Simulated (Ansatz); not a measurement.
# ClFHIn (built from SMILES [F][InH][Cl]): functionals against CCSD(T) at one geometry

How do the functionals fare away from a minimum? The structure is a displaced guess of a reacting structure.

Method: single points in def2-TZVPP; program: Ansatz 0.2.0, Gaussian basis.

Correlated methods freeze the cores. Filled d shells of the heavier atoms are correlated. Core potentials replace the inner electrons past krypton, and spin-orbit coupling is left out.

**1. The system as given**

4 atoms, charge 0, spin multiplicity 1.

Atoms are counted from 1 here; the program's logs count them from 0.

Bond lengths: In1–F2 2.282 Å, In1–Cl4 2.497 Å, H3–Cl4 1.393 Å. Angles: F2–In1–Cl4 64.4°, In1–Cl4–H3 65.7°.

Coordinates:

```
atom    x (Å)    y (Å)    z (Å)
 In1  -1.2351  -0.9167   0.3659
  F2   0.5794  -0.5364  -0.9653
  H3   0.6189   0.3602  -0.1279
 Cl4   0.0858   1.1342   0.9005
```

**2. CCSD(T)/def2-TZVPP**

Input file run/in.yaml:

```yaml
crystal:
  periodic: [false, false, false]
  atoms:
    - {symbol: In, position_ang: [-1.235100, -0.916700, 0.365900]}
    - {symbol: F, position_ang: [0.579400, -0.536400, -0.965300]}
    - {symbol: H, position_ang: [0.618900, 0.360200, -0.127900]}
    - {symbol: Cl, position_ang: [0.085800, 1.134200, 0.900500]}
basis:
  gaussian: {orbitals: def2-TZVPP}
correlation: {method: ccsd_t}
output: {forces: true}
```

Started as:

```sh
$ ansatz run in.yaml --threads 4 --pin off --events-out ev --progress --plain --max-ram 5222MiB
```

Standard output, shortened:

```text
Functional definition: HF
  name "HF"
  cite "Fock, Z. Phys. 61, 126 (1930) doi:10.1007/BF01340294"
  parent pbe
[...]
1027 factors; integrals over basis functions are off by at most 8.8e-4 eV
[...]
mean field -20377.03069953 eV, -748.8420661604 hartree, gradient 4.2e-6 eV, S^2 0.000000; 0 other end points of the search recorded, 0 dependent functions left out
10 core orbitals not correlated: weight in the atoms' cores, before any rotation towards them, 1.000 or more for the frozen orbitals, at most 0.000 for the correlated occupied ones
reference -20377.03069953 eV, -748.8420661604 hartree; 14, 14 occupied and 113, 113 virtual orbitals, 1027 factors
second order -20.40196619 eV of doubles, -0.00000000 eV of singles
cycle   1  -20.00063385 eV  change    4.0e-1 eV  update   1.1e-1
[...]
cycle  11  -20.53552846 eV  change    1.3e-5 eV  update   3.3e-6
perturbative correction -0.71341225 eV, -0.0262174167 hartree
[...]
working
Total energy: -20398.27964024 eV, -749.6229503284 hartree
Atom 0 at    -1.235100    -0.916700     0.365900 Å, force    -0.545183    -1.035048    -0.437699 eV/Å
Atom 1 at     0.579400    -0.536400    -0.965300 Å, force    -0.063345     0.121147     0.443767 eV/Å
Atom 2 at     0.618900     0.360200    -0.127900 Å, force     0.567334    -1.204594    -1.821427 eV/Å
Atom 3 at     0.085800     1.134200     0.900500 Å, force     0.041194     2.118494     1.815359 eV/Å
Dipole moment:    -0.449012    -0.185461     0.267551 e Å
```

It took 1.9 min on 4 threads of Arm Neoverse N1, shared host; peak memory 1.5 GiB.

**3. PBE0-D4/def2-TZVPP**

Changes to run/in.yaml since step 2:

```diff
@@ -9,3 +9,3 @@
   gaussian: {orbitals: def2-TZVPP}
-correlation: {method: ccsd_t}
-output: {forces: true}
+hamiltonian: {xc: pbe0, dispersion: d4}
+output: {forces: true, orbitals: {seedname: orbitals}}
```

Started as:

```sh
$ ansatz run in.yaml --threads 4 --pin off --events-out ev --progress --plain --max-ram 5222MiB
```

Standard output, shortened:

```text
Functional definition: PBE0
  name "PBE0"
  cite "Adamo & Barone, J. Chem. Phys. 110, 6158 (1999) doi:10.1063/1.478522"
  cite "Perdew, Burke & Ernzerhof, Phys. Rev. Lett. 77, 3865 (1996) doi:10.1103/PhysRevLett.77.3865"
[... 1 set-up line as earlier in the session ...]
[...]
1021 factors; their error is unknown
[...]
mean field -20426.64636068 eV, -750.6654080768 hartree, gradient 6.6e-5 eV, S^2 0.000000; 0 other end points of the search recorded, 0 dependent functions left out
[...]
reference -20426.64638920 eV, -750.6654091249 hartree; 24, 24 occupied and 113, 113 virtual orbitals, 1021 factors
Total energy: -20426.71375645 eV, -750.6678848256 hartree
Atom 0 at    -1.235100    -0.916700     0.365900 Å, force    -0.650448    -1.060144    -0.363151 eV/Å
Atom 1 at     0.579400    -0.536400    -0.965300 Å, force     0.007999     0.126289     0.369947 eV/Å
Atom 2 at     0.618900     0.360200    -0.127900 Å, force     0.664309    -1.230939    -1.899571 eV/Å
Atom 3 at     0.085800     1.134200     0.900500 Å, force    -0.021860     2.164794     1.892775 eV/Å
Dipole moment:    -0.436977    -0.182013     0.259513 e Å
```

Wall time 2.3 s (4 threads of Arm Neoverse N1, shared host); peak memory 0.28 GiB.

**4. wB97M-V/def2-TZVPP**

Changes to run/in.yaml since step 3:

```diff
@@ -9,3 +9,3 @@
   gaussian: {orbitals: def2-TZVPP}
-hamiltonian: {xc: pbe0, dispersion: d4}
-output: {forces: true, orbitals: {seedname: orbitals}}
+hamiltonian: {xc: {name: wB97M-V}}
+output: {forces: true}
```

Started as:

```sh
$ ansatz run in.yaml --threads 4 --pin off --events-out ev --progress --plain --max-ram 5222MiB
```

Standard output, shortened:

```text
Functional definition: wB97M-V
  name "wB97M-V"
  cite "Mardirossian & Head-Gordon, J. Chem. Phys. 144, 214110 (2016) doi:10.1063/1.4952647"
  cite "Becke, J. Chem. Phys. 107, 8554 (1997) doi:10.1063/1.475007"
  cite "Vydrov & Van Voorhis, J. Chem. Phys. 133, 244103 (2010) doi:10.1063/1.3521275"
  # Of w^i u^j: cxij and so on, Table III.
[...]
  gx(w, u) = 1 - cx + cx01*u + cx10*w
  gss(w, u) = css00 + css04*u^4 + css10*w + css20*w^2 + css43*w^4*u^3
  gos(w, u) = cos00 + cos10*w + (cos20 + cos21*u)*w^2 + (cos60 + cos61*u)*w^6
[...]
      + integral(e_c_pw_mod_opposite_spin*gos(b97_w_opposite, b97_u_opposite)) + vv10(b, c)
949 factors; their error is unknown
174 factors; integrals over basis functions are off by at most 4.6e-5 eV
[...]
mean field -20430.53697248 eV, -750.8083854231 hartree, gradient 3.5e-5 eV, S^2 0.000000; 0 other end points of the search recorded, 0 dependent functions left out
[...]
reference -20430.53701839 eV, -750.8083871106 hartree; 24, 24 occupied and 113, 113 virtual orbitals, 949 factors
Total energy: -20430.53701839 eV, -750.8083871106 hartree
Atom 0 at    -1.235100    -0.916700     0.365900 Å, force    -0.614984    -1.064187    -0.399323 eV/Å
Atom 1 at     0.579400    -0.536400    -0.965300 Å, force    -0.053962     0.042691     0.342450 eV/Å
Atom 2 at     0.618900     0.360200    -0.127900 Å, force     0.714778    -1.179090    -1.879801 eV/Å
Atom 3 at     0.085800     1.134200     0.900500 Å, force    -0.045832     2.200587     1.936674 eV/Å
Dipole moment:    -0.427135    -0.170534     0.260546 e Å
```

It took 6.5 s on 4 threads of Arm Neoverse N1, shared host; peak memory 0.37 GiB.

**5. r2SCAN-D4/def2-TZVPP**

Changes to run/in.yaml since step 4:

```diff
@@ -9,3 +9,3 @@
   gaussian: {orbitals: def2-TZVPP}
-hamiltonian: {xc: {name: wB97M-V}}
+hamiltonian: {xc: r2scan, dispersion: d4}
 output: {forces: true}
```

Started as:

```sh
$ ansatz run in.yaml --threads 4 --pin off --events-out ev --progress --plain --max-ram 5222MiB
```

Standard output, shortened:

```text
Functional definition: r2SCAN
  name "r2SCAN"
  cite "Furness, Kaplan, Ning, Perdew & Sun, J. Phys. Chem. Lett. 11, 8208 (2020) doi:10.1021/acs.jpclett.0c02405"
  cite "Furness, Kaplan, Ning, Perdew & Sun, J. Phys. Chem. Lett. 11, 9248 (2020) doi:10.1021/acs.jpclett.0c03077"
  parent r2scan
[...]
897 factors; their error is unknown
[...]
mean field -20433.41583885 eV, -750.9141818112 hartree, gradient 2.7e-5 eV, S^2 0.000000; 0 other end points of the search recorded, 0 dependent functions left out
[...]
reference -20433.41585016 eV, -750.9141822267 hartree; 24, 24 occupied and 113, 113 virtual orbitals, 897 factors
Total energy: -20433.43168058 eV, -750.9147639838 hartree
Atom 0 at    -1.235100    -0.916700     0.365900 Å, force    -0.553708    -0.997370    -0.395781 eV/Å
Atom 1 at     0.579400    -0.536400    -0.965300 Å, force    -0.040875     0.024978     0.315347 eV/Å
Atom 2 at     0.618900     0.360200    -0.127900 Å, force     0.665987    -1.203045    -1.859061 eV/Å
Atom 3 at     0.085800     1.134200     0.900500 Å, force    -0.071404     2.175436     1.939495 eV/Å
Dipole moment:    -0.412354    -0.172134     0.245140 e Å
```

Run time: 3.3 s. Hardware: 4 threads of Arm Neoverse N1, shared host; peak memory 0.18 GiB.

**6. PBE-D4/def2-TZVPP**

Changes to run/in.yaml since step 5:

```diff
@@ -9,3 +9,3 @@
   gaussian: {orbitals: def2-TZVPP}
-hamiltonian: {xc: r2scan, dispersion: d4}
+hamiltonian: {xc: pbe, dispersion: d4}
 output: {forces: true}
```

Started as:

```sh
$ ansatz run in.yaml --threads 4 --pin off --events-out ev --progress --plain --max-ram 5222MiB
```

Standard output, shortened:

```text
Functional definition: PBE
  name "PBE"
[... 2 set-up lines as earlier in the session ...]
[...]
897 factors; their error is unknown
[...]
mean field -20425.92195089 eV, -750.6387865080 hartree, gradient 3.5e-5 eV, S^2 0.000000; 0 other end points of the search recorded, 0 dependent functions left out
[...]
reference -20425.92199229 eV, -750.6387880293 hartree; 24, 24 occupied and 113, 113 virtual orbitals, 897 factors
Total energy: -20426.00281621 eV, -750.6417582536 hartree
Atom 0 at    -1.235100    -0.916700     0.365900 Å, force    -0.833051    -1.160842    -0.279238 eV/Å
Atom 1 at     0.579400    -0.536400    -0.965300 Å, force     0.152564    -0.087190     0.021870 eV/Å
Atom 2 at     0.618900     0.360200    -0.127900 Å, force     0.730443    -1.129339    -1.819797 eV/Å
Atom 3 at     0.085800     1.134200     0.900500 Å, force    -0.049956     2.377370     2.077165 eV/Å
Dipole moment:    -0.418713    -0.181754     0.241666 e Å
```

Wall time 1.6 s (4 threads of Arm Neoverse N1, shared host); peak memory 0.15 GiB.

**7. HSE06-D4/def2-TZVPP**

Changes to run/in.yaml since step 6:

```diff
@@ -9,3 +9,3 @@
   gaussian: {orbitals: def2-TZVPP}
-hamiltonian: {xc: pbe, dispersion: d4}
+hamiltonian: {xc: hse06, dispersion: d4}
 output: {forces: true}
```

Started as:

```sh
$ ansatz run in.yaml --threads 4 --pin off --events-out ev --progress --plain --max-ram 5222MiB
```

Standard output, shortened:

```text
Functional definition: HSE06
  name "HSE06"
  cite "Heyd, Scuseria & Ernzerhof, J. Chem. Phys. 118, 8207 (2003) doi:10.1063/1.1564060"
  cite "Krukau, Vydrov, Izmaylov & Scuseria, J. Chem. Phys. 125, 224106 (2006) doi:10.1063/1.2404663"
  cite "Heyd & Scuseria, J. Chem. Phys. 120, 7274 (2004) doi:10.1063/1.1668634"
  cite "Ernzerhof & Perdew, J. Chem. Phys. 109, 3313 (1998) doi:10.1063/1.476928"
[... 2 set-up lines as earlier in the session ...]
[...]
  # The whole range is PBE's own exchange, as in plane waves. The composition of these papers is wPBEh.
[...]
1021 factors; their error is unknown
62 factors; integrals over basis functions are off by at most 1.1e-6 eV
[...]
mean field -20426.29510599 eV, -750.6524997052 hartree, gradient 2.0e-5 eV, S^2 0.000000; 0 other end points of the search recorded, 0 dependent functions left out
[...]
reference -20426.29514393 eV, -750.6525010994 hartree; 24, 24 occupied and 113, 113 virtual orbitals, 1021 factors
Total energy: -20426.35900268 eV, -750.6548478652 hartree
Atom 0 at    -1.235100    -0.916700     0.365900 Å, force    -0.657161    -1.063872    -0.360080 eV/Å
Atom 1 at     0.579400    -0.536400    -0.965300 Å, force     0.014550     0.133799     0.371163 eV/Å
Atom 2 at     0.618900     0.360200    -0.127900 Å, force     0.664398    -1.241966    -1.909457 eV/Å
Atom 3 at     0.085800     1.134200     0.900500 Å, force    -0.021787     2.172040     1.898373 eV/Å
Dipole moment:    -0.436594    -0.182369     0.258821 e Å
```

Run time: 2.6 s. Hardware: 4 threads of Arm Neoverse N1, shared host; peak memory 0.3 GiB.

**8. B97M-V/def2-TZVPP**

Changes to run/in.yaml since step 7:

```diff
@@ -9,3 +9,3 @@
   gaussian: {orbitals: def2-TZVPP}
-hamiltonian: {xc: hse06, dispersion: d4}
+hamiltonian: {xc: {name: B97M-V}}
 output: {forces: true}
```

Started as:

```sh
$ ansatz run in.yaml --threads 4 --pin off --events-out ev --progress --plain --max-ram 5222MiB
```

Standard output, shortened:

```text
Functional definition: B97M-V
  name "B97M-V"
  cite "Mardirossian & Head-Gordon, J. Chem. Phys. 142, 074111 (2015) doi:10.1063/1.4907719"
[... 2 set-up lines as earlier in the session ...]
  # Of w^i u^j: cxij and so on, Table III.
[...]
  gx(w, u) = cx00 + cx01*u + cx02*u^2 + (cx10 + cx11*u)*w
  gss(w, u) = css00 + css02*u^2 + css10*w + (css32*w^3 + css42*w^4)*u^2
  gos(w, u) = cos00 + cos01*u + cos03*u^3 + cos10*w + cos32*w^3*u^2
[...]
      + integral(e_c_pw_mod_opposite_spin*gos(b97_w_opposite, b97_u_opposite)) + vv10(b, c)
897 factors; their error is unknown
[...]
mean field -20429.09685576 eV, -750.7554621102 hartree, gradient 1.9e-5 eV, S^2 0.000000; 0 other end points of the search recorded, 0 dependent functions left out
[...]
reference -20429.09691309 eV, -750.7554642169 hartree; 24, 24 occupied and 113, 113 virtual orbitals, 897 factors
Total energy: -20429.09691309 eV, -750.7554642169 hartree
Atom 0 at    -1.235100    -0.916700     0.365900 Å, force    -0.693960    -1.153082    -0.402498 eV/Å
Atom 1 at     0.579400    -0.536400    -0.965300 Å, force    -0.020871     0.025938     0.297805 eV/Å
Atom 2 at     0.618900     0.360200    -0.127900 Å, force     0.634274    -1.066833    -1.727653 eV/Å
Atom 3 at     0.085800     1.134200     0.900500 Å, force     0.080557     2.193977     1.832346 eV/Å
Dipole moment:    -0.432413    -0.181384     0.255912 e Å
```

Wall time 5.5 s (4 threads of Arm Neoverse N1, shared host); peak memory 0.22 GiB.

**9. Comparison**

```
   method  RMS force component (eV/Å)  RMS error against CCSD(T) (eV/Å)  angle to CCSD(T) forces (°)  dipole (D)
  CCSD(T)                       1.105                         reference                    reference        2.66
  PBE0-D4                       1.143                             0.068                          2.9        2.59
  wB97M-V                       1.148                             0.081                          3.5        2.54
r2SCAN-D4                       1.133                             0.077                          3.7        2.45
   PBE-D4                       1.199                             0.218                          9.8        2.48
 HSE06-D4                       1.148                             0.073                          3.0        2.59
   B97M-V                       1.109                             0.095                          4.9        2.57
```

Energy less the free neutral atoms in their ground states at the same level (atoms from separate runs):

```
      method                    rung  energy less atoms (kcal/mol)  from CCSD(T) (kcal/mol)
      PBE-D4                     GGA                        -249.3                    -16.4
   r2SCAN-D4                meta-GGA                        -244.0                    -11.1
      B97M-V                meta-GGA                        -242.3                     -9.4
     PBE0-D4                  hybrid                        -238.0                     -5.1
    HSE06-D4         screened hybrid                        -238.1                     -5.2
     wB97M-V  range-separated hybrid                        -240.3                     -7.4
Hartree-Fock            wavefunction                        -152.8                    +80.1
         MP2            wavefunction                        -243.9                    -11.0
        CCSD            wavefunction                        -226.1                     +6.8
     CCSD(T)            wavefunction                        -232.9                        0
```

Cost and force error (times from a shared host):

```
   method     time  RMS force error (eV/Å)
  CCSD(T)  1.9 min                       0
  PBE0-D4    2.3 s                   0.068
  wB97M-V    6.5 s                   0.081
r2SCAN-D4    3.3 s                   0.077
   PBE-D4    1.6 s                   0.218
 HSE06-D4    2.6 s                   0.073
   B97M-V    5.5 s                   0.095
```

**10. Outcome**

| quantity | value |
| --- | --- |
| energy less free atoms, CCSD(T)/def2-TZVPP | -232.9 kcal/mol |
| RMS force component | 1.105 to 1.199 eV/Å over the methods |
| RMS force error | PBE0-D4 0.068, wB97M-V 0.081, r2SCAN-D4 0.077, PBE-D4 0.218, HSE06-D4 0.073, B97M-V 0.095 eV/Å |
| HOMO and LUMO, PBE0-D4 | -7.53 and -1.73 eV |
| T1 diagnostic | 0.015 |

In words: Against CCSD(T) the functionals' energies less atoms differ by -16.4 to -5.1 kcal/mol, PBE-D4 by -16.4 kcal/mol. The reference is not at the basis limit: in triple zeta CCSD(T) underbinds, which counts against methods that bind more; the gaps are no ranking. The forces of PBE0-D4 come nearest to CCSD(T), those of PBE-D4 are farthest. Frozen-core CCSD(T) forces in triple zeta carry basis errors of their own, and this is one geometry, so small gaps rank nothing.
